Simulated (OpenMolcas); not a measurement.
# Co⁴⁺ among point charges: CASSCF and CASPT2 levels and susceptibility

How does a field of 6 point charges split the states of Co⁴⁺, and what χT follows?

The numbers are computed with OpenMolcas 26.06 (state-averaged CASSCF and CASPT2, spin-orbit coupling by RASSI with atomic mean-field integrals), except any that are marked as measured or tabulated.

### Step 1. What is computed

| Item | Value |
| --- | --- |
| Species | Co⁴⁺ (cobalt, Z = 27, 23 electrons) |
| Basis | ANO-RCC-VDZP [5s4p2d1f], 34 functions |
| Scalar Hamiltonian | DKH2, point nucleus |
| Inactive shells | 1s 2s 2p 3s 3p |
| Active space | 5 electrons in 5 orbitals (3d) |
| Some configurations of this space | 3d5 |
| Orbitals | optimised for each spin and parity, averaged over all roots |

Outer shells as boxes (Hund's rule):

3d5
```
3d [↑ ][↑ ][↑ ][↑ ][↑ ]
```

The ion sits among 6 point charges of -2 e arranged as an octahedron (Oh), 1.91 Å from the ion.

Each step is its own input file, run in one work folder so that later steps find the files of earlier ones. Labels, J, g values, rates, χT and fits are worked out afterwards by a script from the matrices that RASSI stores. The input lists half of the charges; inversion (Group=XYZ) makes the rest.

### Step 2. One- and two-electron integrals

File a.inp:

```
&GATEWAY
Coord
1

Co 0.0 0.0 0.0
Basis=ANO-RCC-VDZP
Group=XYZ
NoMove
AngMom=0.0 0.0 0.0
AMFI
XField
3 Angstrom 0
1.910000 0.000000 0.000000 -2.000000
0.000000 1.910000 0.000000 -2.000000
0.000000 0.000000 1.910000 -2.000000
&SEWARD
```

Started as:

```
$ OMP_NUM_THREADS=1 MOLCAS_MEM=1689 MOLCAS_PROJECT=a pymolcas a.inp > a.log
```

### Step 3. CASSCF: sextets of even parity, 1 root

File a.inp:

```
&RASSCF
FileOrb=start.orb
Symmetry=1
Spin=6
nActEl=5 0 0
Inactive=3 6
Ras2=5 0
CIRoot=1 1 1
SDav=1
CIMx=300
Iter=120 100
PrWF=0.3
OrbListing=Nothing
MaxOrb=0
>>> COPY $Project.JobIph JOB001
```

start.orb holds the contracted functions of the basis, ordered by shell, or the orbitals of the step before.

### Step 4. Reference wave functions, quartets of even parity, 24 roots

File a.inp:

```
&RASSCF
FileOrb=start.orb
Symmetry=1
Spin=4
nActEl=5 0 0
Inactive=3 6
Ras2=5 0
CIRoot=24 24 1
SDav=24
CIMx=300
Iter=120 100
PrWF=0.3
OrbListing=Nothing
MaxOrb=0
>>> COPY $Project.JobIph JOB002
```

### Step 5. Reference wave functions, doublets of even parity, 75 roots

File a.inp:

```
&RASSCF
FileOrb=start.orb
Symmetry=1
Spin=2
nActEl=5 0 0
Inactive=3 6
Ras2=5 0
CIRoot=75 75 1
SDav=75
CIMx=300
Iter=120 100
PrWF=0.3
OrbListing=Nothing
MaxOrb=0
>>> COPY $Project.JobIph JOB003
```

### Step 6. State interaction with spin-orbit coupling

File a.inp:

```
&RASSI
NrOfJobIphs=3 1 24 75
1
1 2 3 4 5 6 7 8 9 10 11 12 13 14 15 16 17 18 19 20 21 22 23 24
1 2 3 4 5 6 7 8 9 10 11 12 13 14 15 16 17 18 19 20 21 22 23 24 25 26 27
28 29 30 31 32 33 34 35 36 37 38 39 40 41 42 43 44 45 46 47 48 49 50 51
52 53 54 55 56 57 58 59 60 61 62 63 64 65 66 67 68 69 70 71 72 73 74 75
IphNames
JOB001
JOB002
JOB003
EJob
SpinOrbit
DIPRint=1.0
SOCoupling=1000.0
Subsets=2
Property=9
'ANGMOM' 1 'ANGMOM' 2 'ANGMOM' 3 'MLTPL  1' 1 'MLTPL  1' 2 'MLTPL  1' 3
'AMFI' 1 'AMFI' 2 'AMFI' 3
SOProperty=3
'ANGMOM' 1 'ANGMOM' 2 'ANGMOM' 3
```

### Step 7. CASPT2: IPEA 0.25, imaginary shift 0.1 (closed shells correlated: 3s 3p)

File a.inp:

```
>>> COPY JOB001 $Project.JobIph
&CASPT2
Multistate=1 1
Frozen=2 3
IPEA=0.25
Imaginary=0.1
MaxIter=60
WThr=0.0 0.3 0.05
PrWF=0.5
NoMix
>>> COPY JOB002 $Project.JobIph
&CASPT2
Multistate=24 1 2 3 4 5 6 7 8 9 10 11 12 13 14 15 16 17 18 19 20 21 22
23 24
NoMult
Frozen=2 3
IPEA=0.25
Imaginary=0.1
MaxIter=60
WThr=0.0 0.3 0.05
PrWF=0.5
NoMix
>>> COPY JOB003 $Project.JobIph
&CASPT2
Multistate=75 1 2 3 4 5 6 7 8 9 10 11 12 13 14 15 16 17 18 19 20 21 22
23 24 25 26 27 28 29 30 31 32 33 34 35 36 37 38 39 40 41 42 43 44 45 46
47 48 49 50 51 52 53 54 55 56 57 58 59 60 61 62 63 64 65 66 67 68 69 70
71 72 73 74 75
NoMult
Frozen=2 3
IPEA=0.25
Imaginary=0.1
MaxIter=60
WThr=0.0 0.3 0.05
PrWF=0.5
NoMix
```

(Steps that only read results are left out.)

Q: Predict the outcome of this session. Wanted: spin-free ground state; lowest level; next level.

The runs gave:

| quantity | value |
| --- | --- |
| method | SS-CASPT2, IPEA 0.25, imaginary shift 0.1 (closed shells correlated: 3s 3p) |
| spin-free ground state | 6A1, 1-fold in its orbital part |
| lowest level | 6-fold |
| next level | 39111.0 cm⁻¹ |
| χT at 300 K | 4.38 cm³ K/mol |
| effective moment at 300 K | 5.92 μB |

Cost by method:

| method | time of its own steps | time with the reference |
| --- | --- | --- |
| A. CASSCF | 20 s | 20 s |
| B. SS-CASPT2, IPEA 0.25, imaginary shift 0.1, +3s 3p | 4.9 s | 25 s |

Times are of one thread on a shared host.

**Reading.** The spin-free ground state (6A1) comes to 100 % from free-ion S terms and keeps the highest spin of the shell. χT at 300 K is 4.38, against 4.39 cm³ K/mol for the spin alone, as a half-filled shell (L = 0) has no orbital moment. An active space of the d shell alone favours high spin; real ions in strong fields can be low spin. CASPT2 does not keep the components of a term degenerate, and the means are used. The field of point charges can differ much from that of real complexes. With metal d orbitals alone active, the gaps between spin states are rough; where two lie within a few thousand cm-1, their order is open. This is an electrostatic model: the charges have no orbitals.
